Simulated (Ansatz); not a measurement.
# Si, space group I4/mmm: a comparison of norm-conserving and PAW potentials

Computed with Ansatz 0.2.0, Python API.

Script `si_nc_paw.py`:
```python
'''Two kinds of potentials on Si.'''

from dataclasses import dataclass

import ansatz as az
import numpy as np
from tabulate import tabulate


@dataclass
class RunConfig:
    kmesh: tuple[int, ...] = (14, 14, 14)
    functional: str = 'lda'
    occupations: str = 'cold'
    width_ev: float = 0.05


opts = RunConfig()


def count_gap(report):
    # lowest empty less highest filled band, counting bands; zero where they overlap
    return max(report.get('gap_by_band_count_ev') or 0.0, 0.0)


def main() -> None:
    xtal = (
        az.Lattice.of((-1.626915, 1.626915, 1.32033), (1.626915, -1.626915, 1.32033), (1.626915, 1.626915, -1.32033))
        .atom('Si', (0.0, 0.0, 0.0))
    )

    calculation = (
        xtal.calculation()
        .kpoints(mesh=opts.kmesh)  # the mesh must be finer for metals
        .functional(opts.functional)
        .occupations(opts.occupations, width=opts.width_ev)  # the run then minimises F = E - TS
        .stress()
        .forces()
        .band_table()  # levels at the mesh points
    )
    variants = {
        'PAW': calculation.pseudopotentials('paw'),
        'norm-conserving': calculation.pseudopotentials('nc'),
    }
    # totals differ by the cores that each treatment holds, so compare what does not depend on them
    rows = []
    for label, variant in variants.items():
        report = variant.run(threads=1, pin='off').report
        levels = np.array(report['eigenvalues_ev'][0]) - report['fermi_energy_ev']
        print(label, 'levels at the first k-point near E_F:', np.round(levels[np.abs(levels) < 5], 3))
        rows.append((label, report['n_electrons'], np.trace(report['stress_gpa']) / 3, count_gap(report)))
    print(tabulate(rows, headers=['treatment', 'electrons in bands', 'P GPa', 'gap by band count eV'], floatfmt='.4f', tablefmt='github'))


if __name__ == '__main__':
    main()
```

```console
$ python si_nc_paw.py
DeckWarning: basis.ecutwfc = 420 eV, auto-derived from the records' recommended cutoffs: set by Si (normal level)
PAW levels at the first k-point near E_F: []
DeckWarning: basis.ecutwfc = 435.38218 eV, auto-derived from the records' recommended cutoffs: set by Si (normal level)
norm-conserving levels at the first k-point near E_F: []
| treatment       |   electrons in bands |   P GPa |   gap by band count eV |
|-----------------|----------------------|---------|------------------------|
| PAW             |               4.0000 | -0.4306 |                 0.0000 |
| norm-conserving |               4.0000 | -0.6307 |                 0.0000 |
```
(Warnings from the package without file and line.)

PAW gives -0.431 GPa and norm-conserving -0.631 GPa, 0.20 GPa apart. They took 1.7 and 1.4 s of processor time.

A gap by band count of zero or less means overlapping bands, a metal. This isn't the structure that Si takes at ambient conditions. Levels are Kohn-Sham eigenvalues on this mesh. Stress is positive in compression. Finished in 3.7 s on 1 thread of Arm Neoverse V1 (shared host), peak memory 0.35 GiB.
